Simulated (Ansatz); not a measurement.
# Niobium pentachloride (NbCl5): small, medium and large basis sets

The task here is to estimate one member of a computed series from the others.

Computed with Ansatz 0.2.0, Gaussian basis. Level: one geometry, several basis sets.

Plan: PBE0-D4/def2-SVP; ωB97M-V/def2-SVP; PBE0-D4/def2-QZVPP; ωB97M-V/def2-QZVPP; the functionals' def2-TZVPP values are taken from earlier runs.

2 further runs of the same task are left out: 2 that didn't finish.

### Structure used throughout

An earlier PBE0-D4 in a triple-zeta def2 set relaxation fixed the geometry. Nb takes the def2 core potential; no spin-orbit term is included.

SMILES `[Cl][Nb]([Cl])([Cl])([Cl])[Cl]`, 6 atoms, charge 0, spin multiplicity 1.

Atoms are counted from 1 here; the program's logs count them from 0.

Bond lengths: Cl1–Nb2 2.261 Å, Nb2–Cl3 2.313 Å, Nb2–Cl4 2.261 Å, Nb2–Cl5 2.313 Å, Nb2–Cl6 2.261 Å. Angles: Cl1–Nb2–Cl3 90.0°, Cl1–Nb2–Cl4 120.0°, Cl1–Nb2–Cl5 90.0°, Cl1–Nb2–Cl6 120.0°, Cl3–Nb2–Cl4 90.0°, Cl3–Nb2–Cl5 180.0°, Cl3–Nb2–Cl6 90.0°, Cl4–Nb2–Cl5 90.0°, Cl4–Nb2–Cl6 120.0°, Cl5–Nb2–Cl6 90.0°.

Set-up of the first run:

Input file in.yaml:

```yaml
crystal:
  periodic: [false, false, false]
  atoms:
    - {symbol: Cl, position_ang: [-1.102366, -0.012065, -1.978226]}
    - {symbol: Nb, position_ang: [0.007044, -0.010660, -0.007665]}
    - {symbol: Cl, position_ang: [-1.918388, -0.694352, 1.076616]}
    - {symbol: Cl, position_ang: [1.066760, -1.880656, 0.695024]}
    - {symbol: Cl, position_ang: [1.932280, 0.672847, -1.092398]}
    - {symbol: Cl, position_ang: [0.056870, 1.860885, 1.260550]}
basis:
  gaussian: {orbitals: def2-SVP}
hamiltonian: {xc: pbe0, dispersion: d4}
output: {orbitals: {seedname: orbitals}}
```

Launch:

```sh
> ansatz run in.yaml --threads 2 --pin off --events-out ev --progress --plain --max-ram 22528MiB --backend cpu
```

Among the steps run: PBE0-D4 in def2-SVP; ωB97M-V in def2-SVP; PBE0-D4 in def2-QZVPP; ωB97M-V in def2-QZVPP.

One of the session's tables, all rows but one given; the rest of the session is left out.

It belongs to the step «Density functionals: the series». 

```
functional       basis  HOMO (eV)  LUMO (eV)
   PBE0-D4    def2-SVP          ?          ?
   PBE0-D4  def2-TZVPP      -9.17      -4.28
   PBE0-D4  def2-QZVPP      -9.17      -4.26
   ωB97M-V    def2-SVP     -11.34      -2.28
   ωB97M-V  def2-TZVPP     -11.36      -2.32
   ωB97M-V  def2-QZVPP     -11.37      -2.32
```

Estimate the missing values for PBE0-D4, def2-SVP.

**Answer.** HOMO (eV): -9.20; LUMO (eV): -4.31. In the column «HOMO (eV)» it lies between ωB97M-V, def2-SVP (-11.34) and PBE0-D4, def2-TZVPP (-9.17).
